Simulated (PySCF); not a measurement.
# C2H6BBr3S: the cost of one run

The runs use PySCF 2.14.0, with density-fitted response routines of our own; the level of theory stands in each step. All values are computed, except where a source is named. Atoms are numbered from 0 throughout.

**1. The molecule as given**

13 atoms, charge 0, multiplicity 1; geometry from: GFN2-xTB. The atoms were then displaced at random by about 0.01 Å, so the start is not that level's minimum.

Bonds of the start (Å): C0–S1 1.84, S1–C2 1.81, S1–B3 2.18, B3–Br4 1.95, B3–Br5 1.94, B3–Br6 1.97, C0–H7 1.06, C0–H8 1.07, C0–H9 1.08, C2–H10 1.09, C2–H11 1.07, C2–H12 1.08.

**2. Geometry optimisation at PBE0-D3(BJ)/def2-TZVP**

The job: settings as JSON, then the geometry in Å.

```
{"job": {"xc": "PBE0", "basis": "def2-TZVP", "d3": "d3bj", "grid": 2, "shake": 0.01, "kind": "geom"}, "charge": 0, "multiplicity": 1}
C      0.694560    -1.546580     0.267950
S      0.099670     0.072080     0.904110
C      1.169060     1.190120    -0.034460
B     -1.804780     0.339400    -0.118430
Br    -2.300560     2.161670     0.363700
Br    -1.453660     0.067930    -2.011490
Br    -2.901820    -1.065490     0.716270
H      0.028760    -2.280860     0.657180
H      1.685440    -1.680480     0.635560
H      0.635100    -1.522370    -0.813290
H      0.854070     2.205950     0.186940
H      1.122990     0.980360    -1.083290
H      2.176990     1.061390     0.318920
```

Command:

```sh
$ OMP_NUM_THREADS=2 python probes_run.py task.json out
```

The driver reads the jobs from task.json and runs them one after another.

Q: Estimate the wall time and peak memory of this first job on 2 threads of Intel Xeon at 2.50GHz, shared host.

About 13 min, with a peak of 2.7 GiB.
